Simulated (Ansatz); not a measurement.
This script makes a convergence test of the k-point mesh of HfC, space group Fm-3m with Ansatz 0.2.0 through its Python package.

The script, `hfc_kconv.py`:
```python
import csv

import ansatz

MIXING_BETA = 0.6
MAX_ITERATIONS = 200
OCCUPATIONS = "cold"
SMEARING_WIDTH = 0.01
ECUT = 260


def main() -> None:
    lattice = ansatz.Lattice.of(
        (0.0, 2.325, 2.325),
        (2.325, 0.0, 2.325),
        (2.325, 2.325, 0.0),
    )
    sites = [
        ("Hf", (0.5, 0.5, 0.5)),
        ("C", (0.0, 0.0, 0.0)),
    ]
    crystal = ansatz.Crystal(lattice=lattice)
    for symbol, position in sites:
        crystal = crystal.atom(symbol, position)

    model = (
        crystal.calculation()
        .mixing("anderson", ndim=8, beta=MIXING_BETA)
        .scf(max_iterations=MAX_ITERATIONS, algorithm="density_mixing")
        .occupations(OCCUPATIONS, width=SMEARING_WIDTH)
        .functional(ansatz.Functional.LDA)
        .basis(ECUT)
    )

    rows = []
    for value in [(3, 3, 3), (4, 4, 4), (5, 5, 5), (7, 7, 7), (8, 8, 8), (10, 10, 10)]:
        data = model.kpoints(mesh=value).run(threads=1, backend="cpu").report
        rows.append((value, data["free_energy_ev"] / len(data["lattice"]["sites"]), data["n_iterations"], data["n_kpoints"]))

    with open("kconv.csv", "w", newline="") as handle:
        writer = csv.writer(handle)
        writer.writerow(["mesh", "F/atom (eV)", "iterations", "k-points"])
        writer.writerows([round(v, 5) if isinstance(v, float) else v for v in row] for row in rows)

    for row in rows[:-1]:
        shift = 1000 * (row[1] - rows[-1][1])
        print(f"{row[0]}: {shift:+.2f} meV/atom" + ("  (within 2 meV)" if abs(shift) < 2 else ""))


if __name__ == "__main__":
    main()
```

From which mesh on is the energy per atom within 2 meV of the last row, and how does it get there?

From 8×8×8 on it stays within 2 meV an atom of the value at 10×10×10; the first row (3×3×3) is off by 142.7 meV and the last but one by 0.09 meV. That rests on few rows after larger swings, so the series isn't shown to be converged. It goes up and down, since the sum over k-points isn't variational.

What the script printed:

```console
$ python hfc_kconv.py
DeckWarning: basis.ecutwfc = 260 eV is below the records' recommended 420 eV, and the density's cutoff is lower with it unless basis.ecutrho_ratio is high enough to keep the records' density cutoff: compare with a run at a higher cutoff
(3, 3, 3): +142.69 meV/atom
(4, 4, 4): +24.24 meV/atom
(5, 5, 5): +25.69 meV/atom
(7, 7, 7): +11.85 meV/atom
(8, 8, 8): +0.09 meV/atom  (within 2 meV)
```
(Warnings from the package without file and line.)

`kconv.csv`, as written:
```csv
mesh,F/atom (eV),iterations,k-points
"(3, 3, 3)",-7860.24153,8,4
"(4, 4, 4)",-7860.35998,12,8
"(5, 5, 5)",-7860.35853,24,10
"(7, 7, 7)",-7860.37237,8,20
"(8, 8, 8)",-7860.38413,9,29
"(10, 10, 10)",-7860.38422,9,47
```

Notes:
- The cutoff lies under the one recommended for these potentials.
- The run is spin-unpolarised.
- Spin-orbit coupling, which matters for elements this heavy, is left out.
- The structure is a deposited one; some such entries were measured under pressure or heat, so a shift against it needn't be the functional's error alone.
- Shifts are counted from the finest mesh, which is itself no proven limit.
- By the engine's processor time: 2.6 s on 1 thread of Intel(R) Xeon(R) Processor @ 2.30GHz, on a shared host, peak memory 0.45 GiB.
